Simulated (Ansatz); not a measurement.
**CH₅BGeSe: how energies converge with the basis set**

How large a basis does CH₅BGeSe need? Two functionals are run in growing sets.

Program: Ansatz 0.2.0, Gaussian basis. Level of theory: one geometry, several basis sets. These are calculated values, not measurements.

Plan: PBE0-D4/def2-SVP; ωB97M-V/def2-SVP; PBE0-D4/def2-QZVPP; ωB97M-V/def2-QZVPP; the functionals' def2-TZVPP values are taken from earlier runs.

**1. Structure used throughout**

The geometry comes from an earlier relaxation with PBE0-D4 in a triple-zeta def2 set; it is a stationary point, not always the lowest conformer.

9 atoms, charge 0, spin multiplicity 1.

Atoms are counted from 1 here; the program's logs count them from 0.

Bond lengths: B1–Ge2 2.092 Å, B1–Se4 2.119 Å, B1–H5 1.203 Å, B1–H6 1.203 Å, Ge2–C3 1.997 Å, Ge2–H7 1.547 Å, Ge2–H8 1.547 Å, C3–Se4 1.766 Å, C3–H9 1.089 Å. Angles: Ge2–B1–Se4 86.6°, Ge2–B1–H5 117.1°, Ge2–B1–H6 117.1°, Se4–B1–H5 107.7°, Se4–B1–H6 107.7°, H5–B1–H6 115.5°, B1–Ge2–C3 84.1°, B1–Ge2–H7 123.5°, B1–Ge2–H8 123.5°, C3–Ge2–H7 107.4°, C3–Ge2–H8 107.4°, H7–Ge2–H8 105.8°, Ge2–C3–Se4 100.1°, Ge2–C3–H9 139.4° and more.

**2. PBE0-D4 in def2-SVP**

Input file in.yaml:

```yaml
crystal:
  periodic: [false, false, false]
  atoms:
    - {symbol: B, position_ang: [-0.803614, 0.743458, -0.876682]}
    - {symbol: Ge, position_ang: [0.942853, -0.276940, -0.344677]}
    - {symbol: C, position_ang: [-0.014072, -0.596130, 1.378587]}
    - {symbol: Se, position_ang: [-1.536119, 0.236300, 1.046223]}
    - {symbol: H, position_ang: [-1.518306, 0.219956, -1.690048]}
    - {symbol: H, position_ang: [-0.740651, 1.942831, -0.939680]}
    - {symbol: H, position_ang: [2.276516, 0.431276, -0.008128]}
    - {symbol: H, position_ang: [1.332560, -1.659402, -0.919531]}
    - {symbol: H, position_ang: [0.149532, -1.087749, 2.336835]}
basis:
  gaussian: {orbitals: def2-SVP}
hamiltonian: {xc: pbe0, dispersion: d4}
output: {orbitals: {seedname: orbitals}}
```

Launch:

```bash
$ ansatz run in.yaml --threads 4 --pin off --events-out ev --progress --plain --max-ram 10444MiB
```

Further steps of the session: ωB97M-V in def2-SVP; PBE0-D4 in def2-QZVPP; ωB97M-V in def2-QZVPP.

Before running them: what should the planned runs give, taken together? Wanted: PBE0-D4: double and triple zeta above quadruple; ωB97M-V: double and triple zeta above quadruple.

As calculated:

```
                                       quantity           value
PBE0-D4: double and triple zeta above quadruple  19.75, 2.69 eV
ωB97M-V: double and triple zeta above quadruple  19.75, 2.61 eV
```

PBE0-D4 gains 17.06 eV from double to triple zeta, then 2.69 eV more. These are total energies; as a rule much of such shifts cancels in differences, which this series doesn't test.
